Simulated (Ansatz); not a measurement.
# FH₂SeSn+ (SMILES [F][SnH+][SeH]): one structure at several levels

Aim: energy, forces and dipole at a structure displaced at random from a GFN2-xTB minimum, from CCSD(T) and from density functionals.

The runs use Ansatz 0.2.0, Gaussian basis; single points in def2-TZVPP.

Correlated methods freeze the cores. Filled d shells of the heavier atoms are correlated. Core potentials replace the inner electrons past krypton, and spin-orbit coupling is left out. B3LYP uses VWN-RPA correlation.

### 1 The starting structure

SMILES `[F][SnH+][SeH]`, 5 atoms, charge 1, spin multiplicity 1.

Atoms are counted from 1 here; the program's logs count them from 0.

Bond lengths: F1–Sn2 1.878 Å, Sn2–Se3 2.492 Å, Sn2–H4 1.824 Å, Se3–H5 1.577 Å. Angles: F1–Sn2–Se3 97.0°, F1–Sn2–H4 99.7°, Se3–Sn2–H4 162.3°, Sn2–Se3–H5 100.4°.

Geometry (Å):

```csv
atom,x (Å),y (Å),z (Å)
F1,-1.8880,0.1858,0.9146
Sn2,-0.5230,-0.3834,-0.2422
Se3,1.2170,1.2291,0.5218
H4,-1.3413,-1.8292,-0.9945
H5,2.4556,0.7307,-0.3171
```

### 2 CCSD(T)/def2-TZVPP

File run/in.yaml:

```yaml
crystal:
  periodic: [false, false, false]
  atoms:
    - {symbol: F, position_ang: [-1.888000, 0.185800, 0.914600]}
    - {symbol: Sn, position_ang: [-0.523000, -0.383400, -0.242200]}
    - {symbol: Se, position_ang: [1.217000, 1.229100, 0.521800]}
    - {symbol: H, position_ang: [-1.341300, -1.829200, -0.994500]}
    - {symbol: H, position_ang: [2.455600, 0.730700, -0.317100]}
basis:
  gaussian: {orbitals: def2-TZVPP}
total_charge: 1
correlation: {method: ccsd_t}
output: {forces: true}
```

No record of the launch command was kept for these runs.

### 3 PBE0-D4/def2-TZVPP

Changes to run/in.yaml since step 2:

```diff
@@ -11,3 +11,3 @@
 total_charge: 1
-correlation: {method: ccsd_t}
-output: {forces: true}
+hamiltonian: {xc: pbe0, dispersion: d4}
+output: {forces: true, orbitals: {seedname: orbitals}}
```

### 4 wB97M-V/def2-TZVPP

Changes to run/in.yaml since step 3:

```diff
@@ -11,3 +11,3 @@
 total_charge: 1
-hamiltonian: {xc: pbe0, dispersion: d4}
-output: {forces: true, orbitals: {seedname: orbitals}}
+hamiltonian: {xc: {name: wB97M-V}}
+output: {forces: true}
```

### 5 r2SCAN-D4/def2-TZVPP

Changes to run/in.yaml since step 4:

```diff
@@ -11,3 +11,3 @@
 total_charge: 1
-hamiltonian: {xc: {name: wB97M-V}}
+hamiltonian: {xc: r2scan, dispersion: d4}
 output: {forces: true}
```

### 6 PBE-D4/def2-TZVPP

Changes to run/in.yaml since step 5:

```diff
@@ -11,3 +11,3 @@
 total_charge: 1
-hamiltonian: {xc: r2scan, dispersion: d4}
+hamiltonian: {xc: pbe, dispersion: d4}
 output: {forces: true}
```

### 7 B3LYP-D4/def2-TZVPP

Changes to run/in.yaml since step 6:

```diff
@@ -11,3 +11,3 @@
 total_charge: 1
-hamiltonian: {xc: pbe, dispersion: d4}
+hamiltonian: {xc: {name: B3LYP}, dispersion: d4}
 output: {forces: true}
```

### 8 CAM-B3LYP-D4/def2-TZVPP

Changes to run/in.yaml since step 7:

```diff
@@ -11,3 +11,3 @@
 total_charge: 1
-hamiltonian: {xc: {name: B3LYP}, dispersion: d4}
+hamiltonian: {xc: {name: CAM-B3LYP}, dispersion: d4}
 output: {forces: true}
```

(Steps that only read results are left out.)

Before running it: what results should come out? Wanted: energy less free atoms, CCSD(T)/def2-TZVPP; RMS force component; RMS force error; HOMO and LUMO, PBE0-D4; T1 diagnostic.

The runs gave:

```
                                  quantity                                                                                                 value
energy less free atoms, CCSD(T)/def2-TZVPP                                                                                             -4.262 eV
                       RMS force component                                                                  0.692 to 0.842 eV/Å over the methods
                           RMS force error  PBE0-D4 0.042, wB97M-V 0.066, r2SCAN-D4 0.081, PBE-D4 0.323, B3LYP-D4 0.194, CAM-B3LYP-D4 0.036 eV/Å
                    HOMO and LUMO, PBE0-D4                                                                                   -13.36 and -9.00 eV
                             T1 diagnostic                                                                                                 0.016
```

In words: Against CCSD(T) the functionals' energies less atoms differ by -0.851 to -0.170 eV, PBE-D4 by -0.851 eV. CCSD(T) in triple zeta still lacks some correlation energy of the bonds, so part of these gaps is its own basis error and they don't rank the functionals. For forces CAM-B3LYP-D4 does best and PBE-D4 worst. Frozen-core CCSD(T) forces in triple zeta carry basis errors of their own, and this is one geometry, so small gaps rank nothing.
